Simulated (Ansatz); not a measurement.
# NbSi (Fm-3m) in Ansatz: notebook, part 2 of 2

Ansatz 0.2.0. Earlier steps stand in the parts before.

### Step 4. Projected density of states, LDA+U

Input file input.yaml:

```yaml
crystal:
  lattice:
    - [0.0, 2.57383, 2.57383]
    - [2.57383, 0.0, 2.57383]
    - [2.57383, 2.57383, 0.0]
  atoms:
    - { symbol: Nb, position: [0.0, 0.0, 0.0] }
    - { symbol: Si, position: [0.5, 0.5, 0.5] }
hamiltonian:
  xc: lda
  pseudopotentials: { kind: paw }
  hubbard: { sites: [{ species: Nb, l: d, u_eff: 6.0 }] }
kpoints:
  mp_grid: { grid: [9, 9, 9] }
scf:
  occupations: { method: fermi_dirac, width: 0.05 }
  n_extra_bands: 6
output:
  forces: true
  stress: true
  eigenvalues: true
  dos: { projected: true, de: 0.05, nscf_kmesh: { grid: [14, 14, 14] } }
  write_density: true
  write_potential: true
  elf: true
  volumetric_format: npy
```

The run is started by

```bash
$ ansatz run input.yaml --threads 2 --pin off --max-ram 5632MiB --backend cpu --events-out ev --progress --plain --runs-dir out
```

It took 2 s on 2 threads of Arm Neoverse V2, shared host; peak memory 0.31 GiB.

It converged, with:

| Item | Value |
| --- | --- |
| Free energy | -5044.5814 eV |
| Pressure | -3.7 GPa |
| Band gap on the k mesh | none (metal or under the smearing width) |
| Density of states at the Fermi level | 1.35 states/eV per cell |

Levels at points of the mesh, in eV from the Fermi level:
| k point | band 4 | band 5 | band 6 | band 7 | band 8 | band 9 | band 10 | band 11 | band 12 | band 13 |
| --- | --- | --- | --- | --- | --- | --- | --- | --- | --- | --- |
| (0.00, 0.00, 0.00) | -31.73 | -11.09 | -1.78 | -1.78 | -0.82 | -0.82 | -0.82 | 2.00 | 2.00 | 2.00 |

States per cell in windows of 1 eV (zero at the Fermi level; states under -8 eV left out):
| from (eV) | total | Nb 4d | Si 3p | Si 3s | Nb 5s | Nb 4p | Nb 4s |
| --- | --- | --- | --- | --- | --- | --- | --- |
| -8.0 | 0.11 | 0.02 | 0.00 | 0.08 | 0.00 | 0.00 | 0.00 |
| -7.0 | 0.00 | 0.00 | 0.00 | 0.00 | 0.00 | 0.00 | 0.00 |
| -6.0 | 0.34 | 0.11 | 0.16 | 0.01 | 0.04 | 0.00 | 0.01 |
| -5.0 | 1.24 | 0.45 | 0.63 | 0.03 | 0.09 | 0.02 | 0.02 |
| -4.0 | 2.79 | 1.52 | 1.15 | 0.04 | 0.01 | 0.04 | 0.00 |
| -3.0 | 1.30 | 0.90 | 0.36 | 0.01 | 0.00 | 0.01 | 0.00 |
| -2.0 | 0.31 | 0.24 | 0.06 | 0.00 | 0.00 | 0.00 | 0.00 |
| -1.0 | 0.88 | 0.62 | 0.21 | 0.01 | 0.01 | 0.00 | 0.00 |
| 0.0 | 1.53 | 1.15 | 0.23 | 0.05 | 0.04 | 0.00 | 0.00 |
| 1.0 | 1.79 | 1.42 | 0.17 | 0.07 | 0.07 | 0.00 | 0.00 |
| 2.0 | 2.32 | 1.45 | 0.45 | 0.12 | 0.22 | 0.00 | 0.00 |
| 3.0 | 1.46 | 0.63 | 0.59 | 0.08 | 0.06 | 0.01 | 0.00 |
| 4.0 | 1.04 | 0.28 | 0.37 | 0.08 | 0.04 | 0.00 | 0.00 |
| 5.0 | 0.90 | 0.18 | 0.26 | 0.08 | 0.02 | 0.00 | 0.00 |
| 6.0 | 0.73 | 0.08 | 0.11 | 0.06 | 0.07 | 0.00 | 0.00 |
| 7.0 | 1.05 | 0.09 | 0.16 | 0.06 | 0.11 | 0.00 | 0.01 |

Eigenvalues of the final occupation matrices:
```csv
site,spin,trace,eigenvalues
site 1,1,2.21,0.33 0.33 0.33 0.60 0.60
```

Caveat: U without spin polarisation on a metal has little footing; the PAW data sets come from PBE, with cores solved anew for the run's functional, which leaves a small shift of forces and pressure; the U is typed as a test and isn't derived for this compound; the density of states is complete only up to the lowest level of the last band computed.

### Step 5. Projected density of states, LDA+U

Changes to input.yaml since step 4:

```diff
@@ -11,3 +11,3 @@
   pseudopotentials: { kind: paw }
-  hubbard: { sites: [{ species: Nb, l: d, u_eff: 6.0 }] }
+  hubbard: { sites: [{ species: Nb, l: d, u_eff: 8.0 }] }
 kpoints:
```

The run is started by

```bash
$ ansatz run input.yaml --threads 2 --pin off --max-ram 5632MiB --backend cpu --events-out ev --progress --plain --runs-dir out
```

Wall time 2.2 s (2 threads of Arm Neoverse V2, shared host); peak memory 0.31 GiB.

The run converged. Its results:

| Quantity | Value |
| --- | --- |
| Free energy | -5042.3550 eV |
| Pressure | 0.3 GPa |
| Band gap on the k mesh | none (metal or under the smearing width) |
| Density of states at the Fermi level | 1.41 states/eV per cell |

Levels at points of the mesh, in eV from the Fermi level:
| k point | band 5 | band 6 | band 7 | band 8 | band 9 | band 10 | band 11 | band 12 |
| --- | --- | --- | --- | --- | --- | --- | --- | --- |
| (0.00, 0.00, 0.00) | -11.44 | -2.70 | -2.70 | -0.52 | -0.52 | -0.52 | 1.67 | 1.67 |

States per cell in windows of 0.5 eV (zero at the Fermi level; states under -8 eV left out):
| from (eV) | total | Nb 4d | Si 3p | Nb 5s | Si 3s | Nb 4p | Nb 4s |
| --- | --- | --- | --- | --- | --- | --- | --- |
| -8.0 | 0.00 | 0.00 | 0.00 | 0.00 | 0.00 | 0.00 | 0.00 |
| -7.5 | 0.00 | 0.00 | 0.00 | 0.00 | 0.00 | 0.00 | 0.00 |
| -7.0 | 0.00 | 0.00 | 0.00 | 0.00 | 0.00 | 0.00 | 0.00 |
| -6.5 | 0.02 | 0.00 | 0.01 | 0.00 | 0.00 | 0.00 | 0.00 |
| -6.0 | 0.21 | 0.06 | 0.10 | 0.03 | 0.01 | 0.00 | 0.01 |
| -5.5 | 0.81 | 0.30 | 0.40 | 0.08 | 0.01 | 0.01 | 0.01 |
| -5.0 | 0.60 | 0.24 | 0.30 | 0.04 | 0.01 | 0.01 | 0.01 |
| -4.5 | 1.35 | 0.77 | 0.53 | 0.01 | 0.02 | 0.01 | 0.00 |
| -4.0 | 1.30 | 0.67 | 0.56 | 0.00 | 0.03 | 0.02 | 0.00 |
| -3.5 | 0.80 | 0.48 | 0.28 | 0.00 | 0.02 | 0.01 | 0.00 |
| -3.0 | 0.54 | 0.37 | 0.14 | 0.00 | 0.01 | 0.00 | 0.00 |
| -2.5 | 0.24 | 0.17 | 0.06 | 0.00 | 0.00 | 0.00 | 0.00 |
| -2.0 | 0.09 | 0.07 | 0.02 | 0.00 | 0.00 | 0.00 | 0.00 |
| -1.5 | 0.04 | 0.03 | 0.01 | 0.00 | 0.00 | 0.00 | 0.00 |
| -1.0 | 0.34 | 0.20 | 0.12 | 0.00 | 0.01 | 0.00 | 0.00 |
| -0.5 | 0.70 | 0.47 | 0.17 | 0.01 | 0.02 | 0.00 | 0.00 |
| 0.0 | 0.77 | 0.54 | 0.14 | 0.02 | 0.04 | 0.00 | 0.00 |
| 0.5 | 0.86 | 0.60 | 0.12 | 0.05 | 0.05 | 0.00 | 0.00 |
| 1.0 | 0.90 | 0.69 | 0.09 | 0.03 | 0.05 | 0.00 | 0.00 |
| 1.5 | 0.95 | 0.69 | 0.12 | 0.06 | 0.05 | 0.00 | 0.00 |
| 2.0 | 1.10 | 0.66 | 0.17 | 0.15 | 0.07 | 0.00 | 0.00 |
| 2.5 | 1.09 | 0.75 | 0.21 | 0.05 | 0.05 | 0.00 | 0.00 |
| 3.0 | 1.05 | 0.58 | 0.37 | 0.02 | 0.03 | 0.00 | 0.00 |
| 3.5 | 0.64 | 0.25 | 0.25 | 0.02 | 0.04 | 0.00 | 0.00 |
| 4.0 | 0.61 | 0.16 | 0.21 | 0.01 | 0.05 | 0.00 | 0.00 |
| 4.5 | 0.49 | 0.11 | 0.16 | 0.01 | 0.05 | 0.00 | 0.00 |
| 5.0 | 0.40 | 0.07 | 0.12 | 0.01 | 0.03 | 0.00 | 0.00 |
| 5.5 | 0.33 | 0.04 | 0.06 | 0.03 | 0.03 | 0.00 | 0.00 |
| 6.0 | 0.37 | 0.03 | 0.05 | 0.04 | 0.03 | 0.00 | 0.00 |
| 6.5 | 0.62 | 0.05 | 0.10 | 0.07 | 0.03 | 0.00 | 0.01 |
| 7.0 | 0.45 | 0.04 | 0.07 | 0.04 | 0.02 | 0.00 | 0.00 |
| 7.5 | 0.37 | 0.03 | 0.05 | 0.02 | 0.01 | 0.00 | 0.00 |

Eigenvalues of the final occupation matrices:
| site | spin | trace | eigenvalues |
| --- | --- | --- | --- |
| site 1 | 1 | 2.18 | 0.29 0.29 0.29 0.65 0.65 |

Caveat: U without spin polarisation on a metal has little footing; the PAW data sets come from PBE, with cores solved anew for the run's functional, which leaves a small shift of forces and pressure; the U is typed as a test and isn't derived for this compound; the density of states is complete only up to the lowest level of the last band computed.

### Step 6. Summary

```csv
U,gap on the mesh (eV),pressure (GPa)
Nb d U = 4 eV,none,-5.6
Nb d U = 5 eV,none,-4.9
Nb d U = 6 eV,none,-3.7
Nb d U = 8 eV,none,0.3
```

Alike in all rows: task projected density of states; level LDA+U; potentials or basis Ansatz PAW; no spin polarisation; cell as given; k mesh 9 × 9 × 9; cutoff (eV) 420; smearing fermi-dirac 0.05 eV.

Every run on the cell as given and a fine mesh finds a metal.

Caveats: U without spin polarisation on a metal has little footing; the PAW data sets come from PBE, with cores solved anew for the run's functional, which leaves a small shift of forces and pressure; the U is typed as a test and isn't derived for this compound; the density of states is complete only up to the lowest level of the last band computed.

Total energies depend on the potentials used, so only differences within one code and one set of settings carry meaning.
